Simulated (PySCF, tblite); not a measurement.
# C3H13NSi2+ (doublet): geometry, infrared bands and EPR parameters

What infrared bands and EPR parameters should C3H13NSi2+ (doublet) (`CC[Si@@](C)([NH2+])[SiH3]`) show?

The runs use tblite 0.8.0 and PySCF 2.14.0, with density-fitted response routines of our own; the level of theory stands in each step. All values are computed, except where a source is named. Atoms are numbered from 0 throughout.

## Step 1: The starting structure

19 atoms, charge 1, multiplicity 2; geometry from: force field or distance geometry start.

Bonds of the start (Å): C0–C1 1.51, C1–Si2 1.84, Si2–C3 1.87, Si2–N4 1.80, Si2–Si5 2.22, C0–H6 1.11, C0–H7 1.10, C0–H8 1.10, C1–H9 1.11, C1–H10 1.13, C3–H11 1.10, C3–H12 1.13, C3–H13 1.11, N4–H14 1.05, N4–H15 1.05, Si5–H16 1.47, Si5–H17 1.48, Si5–H18 1.48.

## Step 2: Geometry optimisation with GFN2-xTB

The job: settings as JSON, then the geometry in Å.

```
{"job": {"kind": "relax", "xc": "GFN2-xTB", "basis": "xTB"}, "charge": 1, "multiplicity": 2}
C      2.147200    -0.653500    -0.343100
C      0.854600    -1.236600     0.163800
Si    -0.525500    -0.031100     0.291500
C     -1.957900    -0.706400    -0.701200
N     -1.065400     0.172000     1.998600
Si    -0.055800     1.972600    -0.536000
H      2.783200    -1.486100    -0.711300
H      2.015500     0.054900    -1.173600
H      2.669800    -0.208000     0.522300
H      0.575900    -2.064200    -0.528000
H      1.066100    -1.759400     1.142400
H     -1.781200    -0.474800    -1.759200
H     -1.950400    -1.820800    -0.543300
H     -2.944500    -0.346100    -0.342700
H     -0.229600     0.225300     2.627500
H     -1.646700     1.037800     2.080900
H     -1.198000     2.455200    -1.322200
H      1.103100     1.952000    -1.448500
H      0.129800     2.926300     0.574700
```

The run is started by

```
OMP_NUM_THREADS=1 python probes_run.py task.json out
```

The driver reads the jobs from task.json and runs them one after another.

The log of the run:

```text
step      E/eV     max force
  0    -515.67929    4.177
  1    -516.21922    1.680
  2    -516.39425    0.811
  3    -516.46778    0.655
  4    -516.56251    0.646
  5    -516.60858    0.739
  6    -516.63936    0.592
  7    -516.66363    0.291
  8    -516.67962    0.232
  9    -516.68983    0.319
 10    -516.69947    0.396
 11    -516.70819    0.321
 12    -516.71481    0.181
 13    -516.72032    0.183
 14    -516.72563    0.163
 15    -516.73005    0.183
 16    -516.73343    0.165
 17    -516.73677    0.145
 18    -516.74088    0.156
 19    -516.74622    0.176
 20    -516.75285    0.245
 21    -516.76047    0.196
 22    -516.76792    0.289
 23    -516.77481    0.187
 24    -516.78057    0.142
 25    -516.78550    0.151
 26    -516.79015    0.149
 27    -516.79554    0.198
 28    -516.80020    0.162
 29    -516.80379    0.141
 30    -516.80606    0.112
 31    -516.80779    0.097
 32    -516.80930    0.094
 33    -516.81043    0.094
 34    -516.81129    0.089
 35    -516.81213    0.071
 36    -516.81315    0.080
 37    -516.81446    0.088
 38    -516.81596    0.092
 39    -516.81745    0.090
 40    -516.81875    0.088
 41    -516.81998    0.081
 42    -516.82116    0.086
 43    -516.82246    0.113
 44    -516.82394    0.114
 45    -516.82539    0.107
 46    -516.82641    0.061
 47    -516.82704    0.050
 48    -516.82752    0.050
 49    -516.82801    0.068
 50    -516.82847    0.055
 51    -516.82882    0.048
 52    -516.82912    0.048
 53    -516.82946    0.059
 54    -516.82989    0.066
 55    -516.83036    0.047
 56    -516.83077    0.042
 57    -516.83113    0.042
 58    -516.83154    0.065
 59    -516.83202    0.068
 60    -516.83254    0.061
 61    -516.83298    0.053
 62    -516.83334    0.048
 63    -516.83364    0.044
 64    -516.83394    0.043
 65    -516.83426    0.043
 66    -516.83455    0.037
 67    -516.83477    0.030
 68    -516.83492    0.026
 69    -516.83506    0.029
 70    -516.83523    0.029
 71    -516.83547    0.042
 72    -516.83582    0.049
 73    -516.83620    0.046
 74    -516.83655    0.045
 75    -516.83687    0.045
 76    -516.83715    0.044
 77    -516.83739    0.033
 78    -516.83760    0.030
 79    -516.83782    0.052
 80    -516.83816    0.078
 81    -516.83872    0.099
 82    -516.83949    0.093
 83    -516.84021    0.056
 84    -516.84075    0.052
 85    -516.84116    0.070
 86    -516.84164    0.111
 87    -516.84220    0.081
 88    -516.84312    0.048
 89    -516.84336    0.043
 90    -516.84426    0.060
 91    -516.84498    0.051
 92    -516.84549    0.051
 93    -516.84552    0.083
 94    -516.84594    0.048
 95    -516.84618    0.046
 96    -516.84700    0.050
 97    -516.84804    0.072
 98    -516.84983    0.106
 99    -516.85178    0.080
100    -516.85166    0.190
101    -516.85414    0.081
102    -516.85484    0.071
103    -516.85609    0.075
104    -516.85697    0.098
105    -516.85789    0.074
106    -516.85841    0.057
107    -516.85912    0.051
108    -516.85973    0.045
109    -516.86017    0.055
110    -516.86047    0.080
111    -516.86079    0.063
112    -516.86122    0.037
113    -516.86143    0.038
114    -516.86173    0.054
115    -516.86206    0.052
116    -516.86266    0.053
117    -516.86342    0.044
118    -516.86397    0.035
119    -516.86372    0.113
120    -516.86434    0.034
121    -516.86442    0.020
122    -516.86461    0.026
123    -516.86479    0.030
124    -516.86494    0.022
125    -516.86505    0.023
126    -516.86514    0.020
127    -516.86523    0.019
128    -516.86533    0.024
129    -516.86542    0.027
130    -516.86552    0.020
131    -516.86562    0.021
132    -516.86572    0.022
133    -516.86587    0.041
134    -516.86609    0.062
135    -516.86643    0.071
136    -516.86683    0.058
137    -516.86718    0.029
138    -516.86742    0.024
139    -516.86757    0.026
140    -516.86767    0.020
141    -516.86773    0.013
142    -516.86776    0.014
143    -516.86779    0.015
144    -516.86782    0.012
145    -516.86787    0.018
146    -516.86795    0.028
147    -516.86806    0.031
148    -516.86821    0.031
149    -516.86838    0.033
150    -516.86856    0.034
151    -516.86873    0.028
152    -516.86886    0.026
153    -516.86898    0.028
154    -516.86907    0.023
155    -516.86915    0.024
156    -516.86921    0.020
157    -516.86930    0.020
158    -516.86935    0.022
159    -516.86944    0.018
160    -516.86953    0.020
161    -516.86966    0.025
162    -516.86987    0.038
163    -516.87024    0.063
164    -516.87084    0.081
165    -516.87174    0.085
166    -516.87258    0.098
167    -516.87281    0.088
168    -516.87389    0.084
169    -516.87431    0.050
170    -516.87494    0.033
171    -516.87553    0.043
172    -516.87589    0.038
173    -516.87626    0.037
174    -516.87656    0.036
175    -516.87699    0.040
176    -516.87733    0.044
177    -516.87763    0.039
178    -516.87788    0.040
179    -516.87820    0.049
180    -516.87865    0.040
181    -516.87910    0.041
182    -516.87947    0.063
183    -516.87990    0.042
184    -516.88033    0.046
185    -516.88078    0.078
186    -516.88129    0.070
187    -516.88194    0.064
188    -516.88276    0.052
189    -516.88317    0.057
190    -516.88351    0.049
191    -516.88386    0.031
192    -516.88402    0.027
193    -516.88415    0.029
194    -516.88431    0.025
195    -516.88450    0.029
196    -516.88462    0.034
197    -516.88481    0.035
198    -516.88508    0.033
199    -516.88534    0.036
200    -516.88560    0.044
201    -516.88599    0.062
202    -516.88644    0.082
203    -516.88722    0.072
204    -516.88799    0.040
205    -516.88858    0.048
206    -516.88900    0.043
207    -516.88948    0.064
208    -516.88959    0.082
209    -516.89010    0.038
210    -516.89029    0.037
211    -516.89056    0.036
212    -516.89080    0.047
213    -516.89107    0.044
214    -516.89141    0.043
215    -516.89168    0.046
216    -516.89202    0.052
217    -516.89245    0.069
218    -516.89304    0.068
219    -516.89355    0.056
220    -516.89389    0.065
221    -516.89418    0.039
222    -516.89443    0.048
223    -516.89463    0.048
224    -516.89486    0.040
225    -516.89513    0.030
226    -516.89523    0.024
227    -516.89535    0.026
228    -516.89548    0.021
229    -516.89557    0.019
230    -516.89566    0.020
231    -516.89574    0.017
232    -516.89580    0.018
233    -516.89586    0.014
234    -516.89593    0.015
235    -516.89601    0.020
236    -516.89609    0.018
237    -516.89615    0.016
238    -516.89620    0.017
239    -516.89625    0.021
240    -516.89632    0.022
241    -516.89641    0.021
242    -516.89654    0.018
243    -516.89664    0.032
244    -516.89680    0.029
245    -516.89704    0.033
246    -516.89730    0.042
247    -516.89751    0.035
248    -516.89766    0.025
249    -516.89773    0.017
250    -516.89776    0.014
251    -516.89778    0.012
252    -516.89780    0.012
253    -516.89782    0.011
254    -516.89783    0.009
```

It took 2 s on 1 thread of Arm Neoverse V1, shared host.

The steps of the relaxation: (not every step is listed)

```
step  energy from step 0 (eV)  largest force (eV/Å)
   0                   0.0000                4.1771
   1                  -0.5399                1.6801
   2                  -0.7150                0.8108
   3                  -0.7885                0.6554
   4                  -0.8832                0.6456
   5                  -0.9293                0.7388
   6                  -0.9601                0.5919
   7                  -0.9843                0.2912
   8                  -1.0003                0.2325
  32                  -1.1300                0.0936
  56                  -1.1515                0.0419
  80                  -1.1589                0.0785
 104                  -1.1777                0.0983
 128                  -1.1860                0.0244
 152                  -1.1896                0.0257
 176                  -1.1980                0.0436
 200                  -1.2063                0.0444
 224                  -1.2156                0.0400
 248                  -1.2184                0.0255
 249                  -1.2184                0.0169
 250                  -1.2185                0.0140
 251                  -1.2185                0.0122
 252                  -1.2185                0.0124
 253                  -1.2185                0.0112
 254                  -1.2185                0.0095
```

Distances of close pairs at the start and the end, largest changes first:

```
   bond  before (Å)  after (Å)  change (Å)
Si2–Si5       2.218      2.570      +0.352
 Si2–N4       1.802      1.700      -0.102
 C1–Si2       1.837      1.910      +0.073
 N4–H14       1.047      1.008      -0.040
 C3–H12       1.126      1.087      -0.039
 N4–H15       1.046      1.008      -0.038
 C1–H10       1.129      1.092      -0.038
 C3–H13       1.110      1.086      -0.024
```

The next job starts from the end point, and lists it.

## Step 3: Infrared spectrum with GFN2-xTB

The job: settings as JSON, then the geometry in Å.

```
{"job": {"kind": "ir", "xc": "GFN2-xTB", "basis": "xTB"}, "charge": 1, "multiplicity": 2}
C      2.278495    -0.538426     0.221912
C      0.963635    -1.214557    -0.152955
Si    -0.605351    -0.186519     0.208196
C     -2.267571    -0.666862    -0.556678
N     -0.765972     0.194259     1.856834
Si    -0.016835     2.010379    -0.988006
H      3.110000    -1.202426    -0.003439
H      2.426047     0.383100    -0.339238
H      2.317790    -0.307425     1.282842
H      0.984808    -1.480860    -1.210679
H      0.874845    -2.150587     0.401600
H     -2.216459    -0.730677    -1.639635
H     -2.581438    -1.639565    -0.187437
H     -3.046394     0.045265    -0.300076
H     -0.003806     0.218757     2.515620
H     -1.641780     0.418539     2.302232
H     -1.316631     2.635770    -1.193635
H      0.647663     1.541528    -2.198757
H      0.849151     2.679559    -0.026163
```

The log of the run:

```text
mode    cm-1     km/mol
  1      48.3      0.37
  2      85.2      0.16
  3      98.7      0.87
  4     108.6      0.11
  5     120.6      0.37
  6     130.0      3.49
  7     152.4     17.77
  8     171.4      3.16
  9     187.2      3.15
 10     243.9      5.12
 11     256.3      0.62
 12     303.9     13.65
 13     354.6      4.54
 14     361.9      6.29
 15     402.9    160.72
 16     623.2     12.13
 17     702.4     80.03
 18     704.0    235.31
 19     711.2    147.05
 20     716.0    139.30
 21     724.2     32.79
 22     780.9     58.62
 23     806.8     63.81
 24     828.4    110.03
 25     959.6     80.91
 26     980.0     55.55
 27    1014.9     17.22
 28    1064.2      5.37
 29    1216.8      3.58
 30    1250.6     14.99
 31    1354.8     19.13
 32    1416.8      9.96
 33    1442.0      4.18
 34    1444.0     19.41
 35    1445.3      4.09
 36    1465.6     76.49
 37    1485.2      6.50
 38    1494.2     19.12
 39    2306.0     23.58
 40    2331.1    211.49
 41    2337.8    232.31
 42    2974.0      5.17
 43    2985.5      7.24
 44    3015.1     34.42
 45    3037.2      2.54
 46    3042.6      8.28
 47    3042.7      3.98
 48    3045.7      5.81
 49    3053.0     14.14
 50    3455.6     66.82
 51    3491.0     17.71
```

Run time: 0.75 s. Hardware: 1 thread of Arm Neoverse V1, shared host.

Which atoms move in the most intense modes:

```
cm⁻¹  km/mol                                  atoms
 403   160.7            H15 42 %, H14 41 %, N4 12 %
 704   235.3           H17 32 %, H18 30 %, H16 18 %
 711   147.1                     H17 57 %, H16 27 %
 716   139.3                     H18 45 %, H16 37 %
 828   110.0  H13 27 %, Si2 19 %, C3 17 %, H11 16 %
 960    80.9             N4 30 %, Si2 22 %, H9 12 %
2331   211.5           H17 34 %, H18 32 %, H16 30 %
2338   232.3                     H16 50 %, H18 45 %
```

## Step 4: EPR parameters: B3LYP/pcH-1

Same as in step 3 but for these lines:

```diff
@@ -1,2 +1,2 @@
-{"job": {"kind": "ir", "xc": "GFN2-xTB", "basis": "xTB"}, "charge": 1, "multiplicity": 2}
+{"job": {"kind": "epr", "basis": "pcH-1"}, "charge": 1, "multiplicity": 2}
 C      2.278495    -0.538426     0.221912
```

With the program's defaults for keys left out, this is: UKS B3LYP, pcH-1 on C H N Si, non-relativistic, mean-field spin-orbit, GIAO.

The log of the run:

```text
UKS, coarse grid
  cycle   1  E = -755.58903096  |g| = 4.45e-01
  cycle   2  E = -755.46704625  |g| = 6.54e-01
  cycle   3  E = -755.66796931  |g| = 1.58e-01
  cycle   4  E = -755.68016685  |g| = 3.83e-02
  cycle   5  E = -755.68083111  |g| = 8.99e-03
  cycle   6  E = -755.68087649  |g| = 4.08e-03
  cycle   7  E = -755.68088489  |g| = 1.42e-03
  cycle   8  E = -755.68088652  |g| = 5.79e-04
UKS, final grid
  cycle   1  E = -755.68098176  |g| = 7.28e-04
  cycle   2  E = -755.68098123  |g| = 1.30e-03
  cycle   3  E = -755.68098206  |g| = 1.83e-04
  cycle   4  E = -755.68098208  |g| = 7.88e-05
  cycle   5  E = -755.68098208  |g| = 3.50e-05
  cycle   6  E = -755.68098208  |g| = 7.02e-06
E = -755.68098208 Eh   <S^2> = 0.7545 (exact 0.7500)
g shifts (ppm)      1          2          3
  rmc          -170       -170       -170
  gc             10         28         36
  oz_so         159       4281       5248
  total          -1       4140       5113
hyperfine (MHz)  atom isotope    a_iso     a_fc   dipolar eigenvalues
    0   13C      -1.66      -1.66     -0.47     -0.30      0.77
    1   13C      30.82      30.81     -8.39     -8.11     16.50
    2  29Si      54.86      54.94    -40.34     18.95     21.39
    3   13C      20.67      20.66     -4.98     -4.74      9.72
    4   14N      13.55      13.51    -14.85    -14.63     29.48
    5  29Si     -92.48     -92.73   -105.76     52.60     53.17
    6    1H       6.09       6.09     -1.32     -0.84      2.16
    7    1H       0.70       0.70     -2.37     -1.44      3.81
    8    1H       1.92       1.92     -1.34     -1.25      2.60
    9    1H      -1.53      -1.53     -4.66     -0.07      4.74
   10    1H      32.83      32.82     -4.67     -0.28      4.95
   11    1H      -3.47      -3.47     -3.60     -0.77      4.37
   12    1H      30.74      30.74     -3.14     -0.30      3.44
   13    1H      -3.61      -3.61     -3.11     -1.49      4.60
   14    1H     -20.81     -20.85    -17.10     -4.24     21.33
   15    1H     -21.20     -21.24    -17.38     -4.20     21.57
   16    1H      26.97      26.95     -6.37      0.40      5.97
   17    1H      39.83      39.81     -6.59      0.54      6.05
   18    1H      18.27      18.25     -6.43      0.57      5.87
```

It took 1.7 min on 1 thread of Arm Neoverse V1, shared host; peak memory 0.97 GiB.

Principal g values 2.00232, 2.00646, 2.00743; g(iso) = 2.00540, against 2.00232 for a free electron.

Hyperfine couplings; where a row names several nuclei, a(iso) is their mean (it holds for fast rotation or exchange) and the dipolar term the largest among them:

```
       nuclei  isotope  a(iso) (MHz)  a(iso) (G, at g = 2.0023)  largest dipolar term (MHz)
          Si5     29Si         -92.5                      -33.0                      -105.8
          Si2     29Si          54.9                       19.6                       -40.3
          H10       1H          32.8                       11.7                         4.9
           C1      13C          30.8                       11.0                        16.5
H16, H17, H18       1H          28.4                       10.1                        -6.6
     H14, H15       1H         -21.0                       -7.5                        21.6
           C3      13C          20.7                        7.4                         9.7
           N4      14N          13.5                        4.8                        29.5
H11, H12, H13       1H           7.9                        2.8                         4.6
   H6, H7, H8       1H           2.9                        1.0                         3.8
           C0      13C          -1.7                       -0.6                         0.8
           H9       1H          -1.5                       -0.5                         4.7
```

Mulliken spin populations:

C0 0.00; C1 0.08; Si2 0.14; C3 0.04; N4 0.30; Si5 0.41; H6 0.00; H7 0.00; H8 0.00; H9 0.00; H10 0.01; H11 0.00; H12 0.01; H13 0.00; H14 -0.01; H15 -0.01; H16 0.01; H17 0.02; H18 0.01

In first order the couplings over 0.8 MHz of 1H, 14N give 2302 distinct lines over 78.8 G, if the averaged nuclei exchange fast; the same motion can average rows kept apart here too.

Orbitals, density, ELF and potential are computed afterwards from the orbital file.

ELF in a plane through or near 6 of the atoms.

Values, 10 rows by 14 columns:
```
0.00 0.00 0.00 0.00 0.00 0.00 0.00 0.00 0.00 0.00 0.00 0.00 0.00 0.00
0.00 0.00 0.00 0.00 0.00 0.01 0.05 0.07 0.16 0.53 0.11 0.00 0.00 0.00
0.00 0.00 0.00 0.00 0.00 0.09 0.42 0.14 0.89 1.00 0.99 0.02 0.00 0.00
0.00 0.00 0.00 0.33 0.52 0.02 0.28 0.66 0.23 0.94 0.33 0.00 0.00 0.00
0.00 0.00 0.02 0.61 1.00 0.40 0.22 0.91 0.80 0.06 0.13 0.20 0.00 0.00
0.00 0.01 0.44 0.69 0.45 0.64 0.83 0.56 0.30 0.76 0.98 0.99 0.16 0.00
0.00 0.00 0.23 0.39 0.23 0.44 0.56 0.39 0.36 0.47 0.42 0.25 0.01 0.00
0.00 0.00 0.00 0.00 0.02 0.84 0.46 0.01 0.01 0.19 0.44 0.02 0.00 0.00
0.00 0.00 0.00 0.00 0.00 0.00 0.00 0.00 0.00 0.00 0.00 0.00 0.00 0.00
0.00 0.00 0.00 0.00 0.00 0.00 0.00 0.00 0.00 0.00 0.00 0.00 0.00 0.00
```
The map spans 11.6 Å across and 10.5 Å up, centred on the molecule. Atoms in the plane (x, y in Å): C0 (-2.3, -0.2), Si2 (0.6, -0.4), Si5 (0.4, 2.2), H7 (-2.3, 0.9), H13 (3.0, -0.3), H16 (1.7, 2.6).

On the surface of density 0.002 e/bohr³ the electrostatic potential runs, from the 1st to the 99th percentile, from 3.32 to 5.90 V.

The spin density lies nearest to Si5 28 %; N4 22 %; Si2 17 %; C1 6 %.

## Step 5: Summary of results

| quantity | value |
| --- | --- |
| strongest single infrared mode (GFN2-xTB) | 704 cm⁻¹, 235 km/mol |
| zero-point energy (GFN2-xTB) | 94.0 kcal/mol |
| g(iso) (B3LYP) | 2.00540 |
| ⟨S²⟩ | 0.755 (exact 0.75) |
| largest a(iso) (averaged by class) | 29Si on Si5, -92.5 MHz |

**Reading.** The optimisation took 254 steps and gained 1.219 eV; among the close pairs (by a distance rule), Si2–Si5 changed most, from 2.218 to 2.570 Å. The frame itself reshapes: Si2···Si5 goes from 2.22 to 2.57 Å. No mode is imaginary among the 51: a minimum at this level. Unscaled tight-binding wavenumbers are off by several per cent, some by more. Its intensities can rank the bands wrongly. The largest spin populations lie on Si5 (0.41 e), N4 (0.30 e). The isotropic g lies 3.1 ppt above the free-electron value. These values are for one conformer; the search (at its own cheap level) found 2 more, at 0.29, 0.31 kcal/mol, and measured spectra average over such forms.
